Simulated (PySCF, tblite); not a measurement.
# C4H8SSi: geometry, infrared bands and NMR shifts

Aim: predict the infrared bands and NMR shifts of C4H8SSi (`C=C[Si]1(S)CC1`).

The runs use tblite 0.8.0 and PySCF 2.14.0, with density-fitted response routines of our own; the level of theory stands in each step. All values are computed, except where a source is named. Atoms count from 0, in the outputs and in this text.

### 1 The starting structure

14 atoms, charge 0, multiplicity 1; geometry from: force field or distance geometry start.

Bonds of the start (Å): C0–C1 1.35, C1–Si2 1.80, Si2–S3 2.15, Si2–C4 1.87, C4–C5 1.50, C5–Si2 1.86, C0–H6 1.10, C0–H7 1.09, C1–H8 1.08, S3–H9 1.41, C4–H10 1.12, C4–H11 1.12, C5–H12 1.14, C5–H13 1.10.

### 2 Relaxing the molecule with GFN2-xTB

What the job is given:

```
{"job": {"kind": "relax", "xc": "GFN2-xTB", "basis": "xTB"}, "charge": 0, "multiplicity": 1}
C      2.341600    -0.279500     0.620200
C      1.568300    -0.067800    -0.463600
Si    -0.124700     0.499600    -0.207100
S     -0.542200     2.603100    -0.405600
C     -1.493900    -0.715900    -0.582500
C     -1.226800    -0.530700     0.879300
H      3.359300    -0.622400     0.401200
H      1.990400    -0.111800     1.640300
H      1.938000    -0.238900    -1.461300
H     -1.530400     2.704700    -1.403200
H     -2.486300    -0.325000    -0.907600
H     -1.127200    -1.650700    -1.087500
H     -1.985900     0.036300     1.504300
H     -0.680800    -1.301600     1.450900
```

Launch:

```
> OMP_NUM_THREADS=1 python probes_run.py task.json out
```

One launch serves the whole session: the jobs run in the order shown.

**Question.** This job is followed by: GFN2-xTB harmonic vibrations, gas phase; GIAO PBE0/pcSseg-1 NMR shielding, non-relativistic, gas phase. What will the session give for the following? strongest single infrared mode (GFN2-xTB); zero-point energy (GFN2-xTB); 13C shifts against TMS (PBE0/pcSseg-1, means over atoms taken as alike); 1H shifts against TMS (PBE0/pcSseg-1, means over atoms taken as alike); 29Si shifts against TMS (PBE0/pcSseg-1); 33S shifts against CS2 (PBE0/pcSseg-1).

**Answer**, as computed:

```
                                                               quantity                                    value
                              strongest single infrared mode (GFN2-xTB)                     752 cm⁻¹, 117 km/mol
                                           zero-point energy (GFN2-xTB)                            65.2 kcal/mol
13C shifts against TMS (PBE0/pcSseg-1, means over atoms taken as alike)                    141.7, 137.5, 7.1 ppm
 1H shifts against TMS (PBE0/pcSseg-1, means over atoms taken as alike)  6.43, 6.42, 5.99, 0.97, 0.79, -0.36 ppm
                                29Si shifts against TMS (PBE0/pcSseg-1)                                -71.8 ppm
                                 33S shifts against CS2 (PBE0/pcSseg-1)                                 -283 ppm
```

**Reading.** Relaxing lowered the energy by 0.637 eV in 139 steps; the close pair that moved most is S3–H9, from 1.408 to 1.322 Å. No mode is imaginary among the 36: a minimum at this level. The strongest single mode, at 752 cm⁻¹, has its largest shares on H13, H11, Si2 and H12 (the list is cut at 4 atoms). GFN2-xTB is a fitted tight-binding method: band positions and strengths are rough. Its intensities can rank the bands wrongly. C0 (terminal =CH2 carbon) lies farthest downfield among carbon, at 141.7 ppm; as expected for a trigonal carbon in a double bond. At PBE0/pcSseg-1: The widest tensor belongs to S3: span 440 ppm, with a paramagnetic part of -271 ppm.
